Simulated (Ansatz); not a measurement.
Write a Python script for Ansatz's Python interface that makes a ladder of methods at one geometry of CH6AsB, SMILES BC[AsH2]. Settings (for the species named): MP2, def2-SVP basis, multiplicity 1. The script varies method: mp2, ccsd, ccsd_t.

```xyz
9

B    -1.0718    0.3190   -0.4116
C    -0.1731   -0.2942    0.7465
As    1.7311   -0.3158    0.2234
H    -1.1090   -0.2008   -1.4718
H    -1.7136    1.2906   -0.2127
H    -0.2895    0.3171    1.6652
H    -0.5057   -1.3315    0.9566
H     1.4357   -0.9379   -1.1817
H     1.6959    1.1536   -0.3139
```

`methods_ch6asb.py`:
```python
"""CH6AsB at several levels of theory."""

import logging
import sys
import warnings

import ansatz as az
from ase import Atoms

logging.basicConfig(stream=sys.stdout, format="[%(levelname)s] %(message)s")
log = logging.getLogger("ch6asb")
log.setLevel(logging.INFO)

BASIS = "def2-SVP"

warnings.simplefilter("ignore", az.DeckWarning)

atoms = Atoms(["B", "C", "As", "H", "H", "H", "H", "H", "H"], positions=[
    (-1.0718, 0.319, -0.4116),
    (-0.1731, -0.2942, 0.7465),
    (1.7311, -0.3158, 0.2234),
    (-1.109, -0.2008, -1.4718),
    (-1.7136, 1.2906, -0.2127),
    (-0.2895, 0.3171, 1.6652),
    (-0.5057, -1.3315, 0.9566),
    (1.4357, -0.9379, -1.1817),
    (1.6959, 1.1536, -0.3139),
])
geometry = az.Crystal.molecule_from_ase(atoms)

base = geometry.calculation().basis(gaussian=BASIS)

methods = ["mp2", "ccsd", "ccsd_t"]
reports = [base.correlation(m).run().report for m in methods]
log.info(f"Hartree-Fock reference {reports[0]['reference_energy_ev'] / 27.211386246:.6f} Ha")
best = reports[-1]["free_energy_ev"] - reports[-1]["reference_energy_ev"]
for method, each in zip(methods, reports):
    gained = each["free_energy_ev"] - each["reference_energy_ev"]
    log.info(f"{method:8s} total {each['free_energy_ev'] / 27.211386246:.6f} Ha  correlation {gained:9.4f} eV  ({100 * gained / best:.1f} % of the last)")
```

```console
$ python methods_ch6asb.py
[INFO] Hartree-Fock reference -2299.885203 Ha
[INFO] mp2      total -2300.354636 Ha  correlation  -12.7739 eV  (89.4 % of the last)
[INFO] ccsd     total -2300.395411 Ha  correlation  -13.8835 eV  (97.2 % of the last)
[INFO] ccsd_t   total -2300.410063 Ha  correlation  -14.2822 eV  (100.0 % of the last)
```

Reading the output:
- Total energies depend on the basis set; only differences at equal settings carry meaning.
- The geometry is a force-field or estimated start, not a minimum of this method, and the basis set is short of its limit. A lower total doesn't mark the better method: functionals have no common bound, and MP2 and coupled cluster aren't variational.
- Inner cores stay frozen; a filled d shell under the valence of the heavier atoms is correlated with it.
- Hardware and time: 13 s on 1 thread of AMD EPYC 7B13 (Zen 3) (shared host), peak memory 0.39 GiB.
